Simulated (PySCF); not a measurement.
# C₂HBBr radical: EPR parameters

What do calculations give for the EPR parameters of C₂HBBr radical (`[C]#CBBr`)?

Computed with PySCF 2.14.0 and routines of our own; the level stands in each step. Atoms count from 0.

## 1. The system as given

5 atoms, charge 0, multiplicity 2; geometry from: GFN2-xTB.

## 2. EPR parameters: PBE0/pcH-1 Br:dyall-v2z, spin–orbit

What the job is given:

```
{"job": {"kind": "hepr", "xc": "PBE0", "basis": {"default": "pcH-1", "Br": "dyall-v2z"}, "rel": "so"}, "charge": 0, "multiplicity": 2}
C      2.132959    -0.381756     0.034153
C      0.968899    -0.066149     0.009878
B     -0.501527     0.239738    -0.016286
Br    -1.737971    -1.144288     0.001215
H     -0.853738     1.355307    -0.046146
```

Level: PBE0/pcH-1 Br:dyall-v2z EPR parameters from three collinear SCF solutions, X2C with spin-orbit coupling, screened-nuclear two-electron part, Gaussian nuclei, gas phase.

Run with:

```
OMP_NUM_THREADS=1 python heavy_run.py task.json out
```

One launch serves the whole session: the jobs run in the order shown.

Output:

```text
spin-free SCF
coarse grid: 25344 points
cycle   1  E = -2707.3810633739  dE =  4.405e-01  |g| = 2.712e-01  |ddm| = 1.591e+00
cycle   2  E = -2707.3694823364  dE =  1.158e-02  |g| = 3.110e-01  |ddm| = 6.051e-01
cycle   3  E = -2707.4255503457  dE = -5.607e-02  |g| = 4.538e-02  |ddm| = 3.374e-01
cycle   4  E = -2707.4272549258  dE = -1.705e-03  |g| = 5.989e-02  |ddm| = 1.326e-01
cycle   5  E = -2707.4293488983  dE = -2.094e-03  |g| = 1.804e-02  |ddm| = 5.446e-02
cycle   6  E = -2707.4298570441  dE = -5.081e-04  |g| = 1.130e-02  |ddm| = 4.125e-02
cycle   7  E = -2707.4300432849  dE = -1.862e-04  |g| = 4.249e-03  |ddm| = 2.308e-02
cycle   8  E = -2707.4301301410  dE = -8.686e-05  |g| = 2.409e-03  |ddm| = 1.695e-02
cycle   9  E = -2707.4301545291  dE = -2.439e-05  |g| = 1.287e-03  |ddm| = 9.880e-03
cycle  10  E = -2707.4301612061  dE = -6.677e-06  |g| = 6.336e-04  |ddm| = 5.417e-03
final grid: 52072 points
cycle  11  E = -2707.4303365827  dE = -1.927e-06  |g| = 7.238e-04  |ddm| = 2.282e-03
cycle  12  E = -2707.4303379734  dE = -1.391e-06  |g| = 7.061e-04  |ddm| = 2.095e-03
cycle  13  E = -2707.4303386862  dE = -7.128e-07  |g| = 4.204e-04  |ddm| = 1.032e-03
cycle  14  E = -2707.4303397895  dE = -1.103e-06  |g| = 3.639e-04  |ddm| = 1.721e-03
cycle  15  E = -2707.4303408181  dE = -1.029e-06  |g| = 3.782e-04  |ddm| = 1.903e-03
cycle  16  E = -2707.4303432295  dE = -2.411e-06  |g| = 1.547e-04  |ddm| = 7.381e-03
cycle  17  E = -2707.4303434307  dE = -2.011e-07  |g| = 4.081e-05  |ddm| = 2.462e-03
cycle  18  E = -2707.4303434357  dE = -5.059e-09  |g| = 2.664e-05  |ddm| = 1.449e-04
converged SCF energy = -2707.4303434357
two-component SCF, magnetisation along principal axis 1
cycle   1  E = -2707.3635253419  dE = -2.707e+03  |FDS-SDF| = 2.194e+01
cycle   2  E = -2707.5082011604  dE = -1.447e-01  |FDS-SDF| = 9.644e-02
cycle   3  E = -2707.5083141286  dE = -1.130e-04  |FDS-SDF| = 3.588e-03
cycle   4  E = -2707.5083194224  dE = -5.294e-06  |FDS-SDF| = 1.735e-03
cycle   5  E = -2707.5083200261  dE = -6.038e-07  |FDS-SDF| = 7.232e-04
cycle   6  E = -2707.5083203015  dE = -2.753e-07  |FDS-SDF| = 2.553e-04
cycle   7  E = -2707.5083203347  dE = -3.323e-08  |FDS-SDF| = 1.794e-04
cycle   8  E = -2707.5083203581  dE = -2.342e-08  |FDS-SDF| = 4.974e-05
converged, E = -2707.5083203581
two-component SCF, magnetisation along principal axis 2
cycle   1  E = -2707.3635253419  dE = -2.707e+03  |FDS-SDF| = 2.194e+01
cycle   2  E = -2707.5082010938  dE = -1.447e-01  |FDS-SDF| = 9.644e-02
cycle   3  E = -2707.5083140296  dE = -1.129e-04  |FDS-SDF| = 3.588e-03
cycle   4  E = -2707.5083193103  dE = -5.281e-06  |FDS-SDF| = 1.734e-03
cycle   5  E = -2707.5083199109  dE = -6.005e-07  |FDS-SDF| = 7.226e-04
cycle   6  E = -2707.5083201840  dE = -2.732e-07  |FDS-SDF| = 2.551e-04
cycle   7  E = -2707.5083202171  dE = -3.311e-08  |FDS-SDF| = 1.788e-04
cycle   8  E = -2707.5083202406  dE = -2.345e-08  |FDS-SDF| = 5.014e-05
converged, E = -2707.5083202406
two-component SCF, magnetisation along principal axis 3
cycle   1  E = -2707.3635253420  dE = -2.707e+03  |FDS-SDF| = 2.194e+01
cycle   2  E = -2707.5082011690  dE = -1.447e-01  |FDS-SDF| = 9.644e-02
cycle   3  E = -2707.5083141522  dE = -1.130e-04  |FDS-SDF| = 3.589e-03
cycle   4  E = -2707.5083194588  dE = -5.307e-06  |FDS-SDF| = 1.736e-03
cycle   5  E = -2707.5083200692  dE = -6.103e-07  |FDS-SDF| = 7.246e-04
cycle   6  E = -2707.5083203525  dE = -2.833e-07  |FDS-SDF| = 2.575e-04
cycle   7  E = -2707.5083203888  dE = -3.636e-08  |FDS-SDF| = 1.828e-04
cycle   8  E = -2707.5083204157  dE = -2.688e-08  |FDS-SDF| = 5.414e-05
converged, E = -2707.5083204157

g tensor 1.99937 2.00148 2.00399   isotropic 2.00161

Hyperfine (MHz)
atom isotope      a_iso        A1        A2        A3
  0    13C      968.62     916.09     919.02    1070.75
  1    13C      146.32     114.35     117.72     206.90
  2    11B       17.55      13.09      16.23      23.31
  3   79Br      -17.50     -37.06     -22.40       6.97
  4     1H        2.46       1.00       2.22       4.15

Field gradients (au) and densities at the nuclei (bohr^-3)
atom        Vxx        Vyy        Vzz        centre      nuclear mean
  0 C      0.0069     0.1561    -0.1630        126.528        126.526
  1 C      0.1104     0.1543    -0.2647        126.467        126.465
  2 B     -0.0888    -0.3259     0.4147         71.017         71.016
  3 Br    -0.1744    -3.9529     4.1273      40817.029      40757.277
  4 H     -0.1106    -0.1221     0.2327          0.468          0.468
without picture change
  3 Br                           4.2636                     66240.107
```

It took 30 s on 1 thread of Intel Xeon 6975P-C, shared host; peak memory 0.74 GiB.

From this job:

| quantity | value |
| --- | --- |
| g(iso) | 2.0016 |

Mulliken spin populations:

| atom | value (e) |
| --- | --- |
| C0 | 1.25 |
| C1 | -0.26 |
| B2 | 0.02 |
| Br3 | -0.01 |
| H4 | 0.00 |

The fields below are evaluated on a grid from the run's orbitals.

ELF in a plane through or near 5 of the atoms.

Values, 10 rows by 14 columns:
```
0.00 0.00 0.00 0.00 0.00 0.00 0.00 0.00 0.00 0.00 0.00 0.00 0.00 0.00
0.00 0.00 0.00 0.00 0.00 0.00 0.00 0.03 0.10 0.03 0.00 0.00 0.00 0.00
0.00 0.00 0.00 0.00 0.01 0.00 0.01 0.85 0.99 0.95 0.15 0.00 0.00 0.00
0.00 0.00 0.08 0.26 0.39 0.33 0.08 0.95 1.00 1.00 0.17 0.00 0.00 0.00
0.00 0.09 0.66 0.79 0.82 0.70 0.83 0.21 0.68 0.49 0.06 0.09 0.01 0.00
0.00 0.26 0.86 0.86 0.27 0.23 0.66 0.28 0.61 0.71 0.75 0.69 0.21 0.00
0.00 0.17 0.81 0.91 0.81 0.79 0.43 0.22 0.51 0.74 0.28 0.85 0.35 0.01
0.00 0.01 0.21 0.49 0.54 0.30 0.01 0.41 0.86 0.49 0.68 0.56 0.12 0.00
0.00 0.00 0.00 0.02 0.04 0.01 0.00 0.35 0.73 0.75 0.49 0.14 0.01 0.00
0.00 0.00 0.00 0.00 0.00 0.00 0.00 0.00 0.07 0.09 0.03 0.00 0.00 0.00
```
The map spans 9.5 Å across and 7.9 Å up, centred on the molecule. Atoms in the plane (x, y in Å): C0 (-2.1, -0.3), C1 (-1.0, 0.0), B2 (0.5, 0.2), Br3 (1.7, -1.2), H4 (0.9, 1.3).

On the surface of density 0.002 e/bohr³ the electrostatic potential runs, from the 1st to the 99th percentile, from -0.44 V near C0 to 1.18 V near B2.

The spin density lies nearest to C0 81 %; C1 16 % (beta excess).

## 3. EPR parameters: PBE0/pcH-1 Br:dyall-v2z, spin-free

What the job is given:

```
{"job": {"kind": "hepr", "xc": "PBE0", "basis": {"default": "pcH-1", "Br": "dyall-v2z"}, "rel": "sf"}, "charge": 0, "multiplicity": 2}
C      2.132959    -0.381756     0.034153
C      0.968899    -0.066149     0.009878
B     -0.501527     0.239738    -0.016286
Br    -1.737971    -1.144288     0.001215
H     -0.853738     1.355307    -0.046146
```

Method: PBE0/pcH-1 Br:dyall-v2z EPR parameters from three collinear SCF solutions, X2C without spin-orbit coupling, Gaussian nuclei, gas phase.

Output:

```text
spin-free SCF
coarse grid: 25344 points
cycle   1  E = -2707.3810633739  dE =  4.405e-01  |g| = 2.712e-01  |ddm| = 1.591e+00
cycle   2  E = -2707.3694823364  dE =  1.158e-02  |g| = 3.110e-01  |ddm| = 6.051e-01
cycle   3  E = -2707.4255503457  dE = -5.607e-02  |g| = 4.538e-02  |ddm| = 3.374e-01
cycle   4  E = -2707.4272549258  dE = -1.705e-03  |g| = 5.989e-02  |ddm| = 1.326e-01
cycle   5  E = -2707.4293488983  dE = -2.094e-03  |g| = 1.804e-02  |ddm| = 5.446e-02
cycle   6  E = -2707.4298570441  dE = -5.081e-04  |g| = 1.130e-02  |ddm| = 4.125e-02
cycle   7  E = -2707.4300432849  dE = -1.862e-04  |g| = 4.249e-03  |ddm| = 2.308e-02
cycle   8  E = -2707.4301301410  dE = -8.686e-05  |g| = 2.409e-03  |ddm| = 1.695e-02
cycle   9  E = -2707.4301545291  dE = -2.439e-05  |g| = 1.287e-03  |ddm| = 9.880e-03
cycle  10  E = -2707.4301612061  dE = -6.677e-06  |g| = 6.336e-04  |ddm| = 5.417e-03
final grid: 52072 points
cycle  11  E = -2707.4303365827  dE = -1.927e-06  |g| = 7.238e-04  |ddm| = 2.282e-03
cycle  12  E = -2707.4303379734  dE = -1.391e-06  |g| = 7.061e-04  |ddm| = 2.095e-03
cycle  13  E = -2707.4303386862  dE = -7.128e-07  |g| = 4.204e-04  |ddm| = 1.032e-03
cycle  14  E = -2707.4303397895  dE = -1.103e-06  |g| = 3.639e-04  |ddm| = 1.721e-03
cycle  15  E = -2707.4303408181  dE = -1.029e-06  |g| = 3.782e-04  |ddm| = 1.903e-03
cycle  16  E = -2707.4303432295  dE = -2.411e-06  |g| = 1.547e-04  |ddm| = 7.381e-03
cycle  17  E = -2707.4303434307  dE = -2.011e-07  |g| = 4.081e-05  |ddm| = 2.462e-03
cycle  18  E = -2707.4303434357  dE = -5.059e-09  |g| = 2.664e-05  |ddm| = 1.449e-04
converged SCF energy = -2707.4303434357
two-component SCF, magnetisation along principal axis 1
cycle   1  E = -2707.4303434357  dE = -2.707e+03  |FDS-SDF| = 3.768e-05
cycle   2  E = -2707.4303434365  dE = -8.158e-10  |FDS-SDF| = 4.362e-05
converged, E = -2707.4303434365
two-component SCF, magnetisation along principal axis 2
cycle   1  E = -2707.4303434357  dE = -2.707e+03  |FDS-SDF| = 3.768e-05
cycle   2  E = -2707.4303434365  dE = -8.154e-10  |FDS-SDF| = 4.362e-05
converged, E = -2707.4303434365
two-component SCF, magnetisation along principal axis 3
cycle   1  E = -2707.4303434358  dE = -2.707e+03  |FDS-SDF| = 3.768e-05
cycle   2  E = -2707.4303434366  dE = -8.099e-10  |FDS-SDF| = 4.362e-05
converged, E = -2707.4303434366

g tensor 2.00219 2.00219 2.00222   isotropic 2.00220

Hyperfine (MHz)
atom isotope      a_iso        A1        A2        A3
  0    13C      968.72     915.33     919.77    1071.05
  1    13C      146.44     114.81     117.93     206.57
  2    11B       17.65      12.80      16.55      23.61
  3   79Br      -15.86     -37.36     -19.12       8.89
  4     1H        2.48       1.01       2.26       4.17

Field gradients (au) and densities at the nuclei (bohr^-3)
atom        Vxx        Vyy        Vzz        centre      nuclear mean
  0 C      0.0069     0.1562    -0.1632        126.528        126.526
  1 C      0.1104     0.1543    -0.2647        126.467        126.465
  2 B     -0.0889    -0.3261     0.4150         71.017         71.016
  3 Br    -0.1747    -3.9552     4.1300      40813.505      40753.752
  4 H     -0.1106    -0.1221     0.2327          0.468          0.468
without picture change
  3 Br                           4.2667                     66240.656
```

Wall time 14 s (1 thread of Intel Xeon 6975P-C, shared host); peak memory 0.67 GiB.

Key values:

| quantity | value |
| --- | --- |
| g(iso) | 2.0022 |

## 4. EPR parameters: PBE0/pcH-1 Br:dyall-v2z, non-relativistic

What the job is given:

```
{"job": {"kind": "hepr", "xc": "PBE0", "basis": {"default": "pcH-1", "Br": "dyall-v2z"}, "rel": "nr"}, "charge": 0, "multiplicity": 2}
C      2.132959    -0.381756     0.034153
C      0.968899    -0.066149     0.009878
B     -0.501527     0.239738    -0.016286
Br    -1.737971    -1.144288     0.001215
H     -0.853738     1.355307    -0.046146
```

Method: PBE0/pcH-1 Br:dyall-v2z EPR parameters from three collinear SCF solutions, non-relativistic, Gaussian nuclei, gas phase.

Output:

```text
non-relativistic SCF
coarse grid: 25344 points
cycle   1  E = -2675.1201543080  dE = -2.082e+01  |g| = 1.611e+00  |ddm| = 1.655e+00
cycle   2  E = -2674.8968373631  dE =  2.233e-01  |g| = 1.007e+00  |ddm| = 1.103e+00
cycle   3  E = -2674.5633896792  dE =  3.334e-01  |g| = 1.011e+00  |ddm| = 1.529e+00
cycle   4  E = -2675.1308312593  dE = -5.674e-01  |g| = 4.258e-01  |ddm| = 1.275e+00
cycle   5  E = -2675.2352532260  dE = -1.044e-01  |g| = 1.204e-01  |ddm| = 3.179e-01
cycle   6  E = -2675.2445184846  dE = -9.265e-03  |g| = 5.161e-02  |ddm| = 1.862e-01
cycle   7  E = -2675.2462355520  dE = -1.717e-03  |g| = 2.219e-02  |ddm| = 6.878e-02
cycle   8  E = -2675.2465991357  dE = -3.636e-04  |g| = 8.422e-03  |ddm| = 2.838e-02
cycle   9  E = -2675.2467307155  dE = -1.316e-04  |g| = 4.091e-03  |ddm| = 1.555e-02
cycle  10  E = -2675.2468120149  dE = -8.130e-05  |g| = 2.103e-03  |ddm| = 1.723e-02
cycle  11  E = -2675.2468348118  dE = -2.280e-05  |g| = 1.013e-03  |ddm| = 1.177e-02
cycle  12  E = -2675.2468367171  dE = -1.905e-06  |g| = 3.992e-04  |ddm| = 2.580e-03
final grid: 52072 points
cycle  13  E = -2675.2468613449  dE = -4.785e-07  |g| = 5.294e-04  |ddm| = 1.281e-03
cycle  14  E = -2675.2468612517  dE =  9.314e-08  |g| = 1.089e-03  |ddm| = 1.414e-03
cycle  15  E = -2675.2468619362  dE = -6.845e-07  |g| = 2.184e-04  |ddm| = 7.389e-04
cycle  16  E = -2675.2468621413  dE = -2.051e-07  |g| = 1.945e-04  |ddm| = 6.009e-04
cycle  17  E = -2675.2468630324  dE = -8.910e-07  |g| = 8.137e-05  |ddm| = 3.985e-03
cycle  18  E = -2675.2468631624  dE = -1.300e-07  |g| = 4.568e-05  |ddm| = 1.564e-03
cycle  19  E = -2675.2468631820  dE = -1.966e-08  |g| = 2.244e-05  |ddm| = 6.892e-04
cycle  20  E = -2675.2468631834  dE = -1.360e-09  |g| = 1.068e-05  |ddm| = 1.160e-04
converged SCF energy = -2675.2468631834
two-component SCF, magnetisation along principal axis 1
cycle   1  E = -2675.2468631834  dE = -2.675e+03  |FDS-SDF| = 1.510e-05
cycle   2  E = -2675.2468631837  dE = -2.569e-10  |FDS-SDF| = 1.370e-05
converged, E = -2675.2468631837
two-component SCF, magnetisation along principal axis 2
cycle   1  E = -2675.2468631834  dE = -2.675e+03  |FDS-SDF| = 1.510e-05
cycle   2  E = -2675.2468631837  dE = -2.497e-10  |FDS-SDF| = 1.370e-05
converged, E = -2675.2468631837
two-component SCF, magnetisation along principal axis 3
cycle   1  E = -2675.2468631834  dE = -2.675e+03  |FDS-SDF| = 1.510e-05
cycle   2  E = -2675.2468631836  dE = -2.515e-10  |FDS-SDF| = 1.370e-05
converged, E = -2675.2468631836

Hyperfine (MHz)
atom isotope      a_iso        A1        A2        A3
  0    13C      967.54     914.19     918.65    1069.79
  1    13C      146.44     114.83     118.03     206.46
  2    11B       17.62      12.78      16.54      23.55
  3   79Br      -16.12     -36.48     -18.84       6.97
  4     1H        2.08       0.62       1.85       3.77

Field gradients (au) and densities at the nuclei (bohr^-3)
atom        Vxx        Vyy        Vzz        centre      nuclear mean
  0 C      0.0060     0.1575    -0.1635        125.724        125.721
  1 C      0.1109     0.1545    -0.2654        125.664        125.661
  2 B     -0.0898    -0.3260     0.4159         70.705         70.704
  3 Br    -0.1403    -3.7083     3.8486      29275.300      29251.473
  4 H     -0.1106    -0.1221     0.2327          0.468          0.468
```

Wall time 12 s (1 thread of Intel Xeon 6975P-C, shared host); peak memory 0.67 GiB.

## 5. Outcome

```
                                                  quantity                                        value
      g(iso) (step 2, PBE0/pcH-1 Br:dyall-v2z, spin–orbit)                                       2.0016
      a(iso) (step 2, PBE0/pcH-1 Br:dyall-v2z, spin–orbit)  13C C0 968.6, 13C C1 146.3, 11B B2 17.6 MHz
                     surface potential, 1st and 99th percentile                           -0.44 V and 1.18 V
       g(iso) (step 3, PBE0/pcH-1 Br:dyall-v2z, spin-free)                                       2.0022
       a(iso) (step 3, PBE0/pcH-1 Br:dyall-v2z, spin-free)  13C C0 968.7, 13C C1 146.4, 11B B2 17.6 MHz
a(iso) (step 4, PBE0/pcH-1 Br:dyall-v2z, non-relativistic)  13C C0 967.5, 13C C1 146.4, 11B B2 17.6 MHz
```

In words: Without spin-orbit coupling g stays near the free electron's, so those rows hold no g shift.
